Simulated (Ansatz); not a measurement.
# C₅HClF₆O₂Sn: a ladder of functionals and wavefunction methods

The task here is to estimate one member of a computed series from the others.

Computed with Ansatz 0.2.0, Gaussian basis. Level: functionals in def2-TZVPP, the program's frozen cores in correlated methods.

The runs, in order: LDA (SPW92), PBE-D4, revPBE-D4, BLYP-D4, r2SCAN-D4, B97M-V, PBE0-D4, B3LYP-D4, r2SCANh-D4, r2SCAN0-D4, HSE06-D4, BHLYP-D4, CAM-B3LYP-D4, LC-ωPBE, ωB97X-V, ωB97M-V, B2PLYP, PBE-QIDH; CCSD(T)/def2-SVP; CCSD(T)/def2-TZVPP; MP2/def2-QZVPP; extrapolation to the limit; RPA on PBE.

## The relaxed structure

An earlier PBE0-D4 in a triple-zeta def2 set relaxation fixed the geometry. Sn takes the def2 core potential; no spin-orbit term is included.

SMILES `FC(F)(F)C1=CC(C(F)(F)F)=[O+][Sn-]([Cl])[O]1`, 16 atoms, charge 0, spin multiplicity 1.

Atoms are counted from 1 here; the program's logs count them from 0.

Bond lengths: F1–C2 1.332 Å, C2–F3 1.332 Å, C2–F4 1.328 Å, C2–C5 1.539 Å, C5–C6 1.389 Å, C5–O15 1.256 Å, C6–C7 1.389 Å, C6–H16 1.077 Å, C7–C8 1.539 Å, C7–O12 1.256 Å, C8–F9 1.333 Å, C8–F10 1.332 Å, C8–F11 1.328 Å, O12–Sn13 2.186 Å, Sn13–Cl14 2.379 Å, Sn13–O15 2.185 Å. Angles: F1–C2–F3 108.1°, F1–C2–F4 108.2°, F1–C2–C5 112.4°, F3–C2–F4 108.4°, F3–C2–C5 109.5°, F4–C2–C5 110.1°, C2–C5–C6 118.6°, C2–C5–O15 113.0°, C6–C5–O15 128.3°, C5–C6–C7 122.4°, C5–C6–H16 118.8°, C7–C6–H16 118.8°, C6–C7–C8 118.6°, C6–C7–O12 128.3°, C8–C7–O12 113.0°, C7–C8–F9 109.4°, C7–C8–F10 112.4°, C7–C8–F11 110.1° and more.

The first run:

in.yaml

```yaml
crystal:
  periodic: [false, false, false]
  atoms:
    - {symbol: F, position_ang: [0.201178, 2.969368, -0.393377]}
    - {symbol: C, position_ang: [-0.848118, 2.299466, -0.865947]}
    - {symbol: F, position_ang: [-1.947648, 2.810185, -0.313318]}
    - {symbol: F, position_ang: [-0.908245, 2.493806, -2.177948]}
    - {symbol: C, position_ang: [-0.771019, 0.793977, -0.557902]}
    - {symbol: C, position_ang: [0.267218, 0.329743, 0.239991]}
    - {symbol: C, position_ang: [0.339873, -0.988286, 0.673265]}
    - {symbol: C, position_ang: [1.441735, -1.375396, 1.674985]}
    - {symbol: F, position_ang: [0.884840, -1.722073, 2.834878]}
    - {symbol: F, position_ang: [2.291346, -0.376654, 1.906883]}
    - {symbol: F, position_ang: [2.133570, -2.410867, 1.215159]}
    - {symbol: O, position_ang: [-0.416636, -1.947085, 0.381297]}
    - {symbol: Sn, position_ang: [-1.869969, -2.030778, -1.248842]}
    - {symbol: Cl, position_ang: [-0.110577, -2.040207, -2.850209]}
    - {symbol: O, position_ang: [-1.718446, 0.141289, -1.061215]}
    - {symbol: H, position_ang: [1.008098, 1.030812, 0.586400]}
basis:
  gaussian: {orbitals: def2-TZVPP}
hamiltonian: {xc: lda}
output: {orbitals: {seedname: orbitals}}
```

Run with:

```console
ansatz run in.yaml --threads 11 --pin off --events-out ev --progress --plain --max-ram 110592MiB --backend cuda --devices 0, --max-vram 75GiB
```

Among the steps run: LDA; PBE-D4 (GGA); revPBE-D4 (GGA); BLYP-D4 (GGA); r2SCAN-D4 (meta-GGA); B97M-V (meta-GGA); PBE0-D4 (hybrid); B3LYP-D4 (hybrid); r2SCANh-D4 (hybrid); r2SCAN0-D4 (hybrid); HSE06-D4 (hybrid); BHLYP-D4 (hybrid); CAM-B3LYP-D4 (range-separated); LC-ωPBE (range-separated); ωB97X-V (range-separated); ωB97M-V (range-separated); B2PLYP (double hybrid); PBE-QIDH (double hybrid).

One table of the session follows, with a row left open; its other results are not shown here.

It belongs to the step «Orbital energies across the functionals». 

| functional | HOMO (eV) | LUMO (eV) | gap (eV) |
| --- | --- | --- | --- |
| LDA (SPW92) | ? | ? | ? |
| PBE-D4 | -6.97 | -4.00 | 2.97 |
| revPBE-D4 | -6.88 | -3.88 | 3.00 |
| BLYP-D4 | -6.84 | -3.86 | 2.98 |
| r2SCAN-D4 | -7.27 | -3.98 | 3.29 |
| B97M-V | -7.17 | -3.85 | 3.32 |
| PBE0-D4 | -8.08 | -3.24 | 4.84 |
| B3LYP-D4 | -7.90 | -3.43 | 4.47 |
| r2SCANh-D4 | -7.68 | -3.68 | 4.00 |
| r2SCAN0-D4 | -8.29 | -3.23 | 5.06 |
| HSE06-D4 | -7.69 | -3.61 | 4.07 |
| BHLYP-D4 | -9.05 | -2.28 | 6.77 |
| CAM-B3LYP-D4 | -9.34 | -2.17 | 7.16 |
| LC-ωPBE | -10.53 | -1.11 | 9.42 |
| ωB97X-V | -10.23 | -1.10 | 9.13 |
| ωB97M-V | -10.15 | -1.13 | 9.01 |

Estimate the missing values for LDA (SPW92).

**Answer.** HOMO (eV): -7.21; LUMO (eV): -4.34; gap (eV): 2.87. In the column «HOMO (eV)» it lies between r2SCAN-D4 (-7.27) and B97M-V (-7.17).
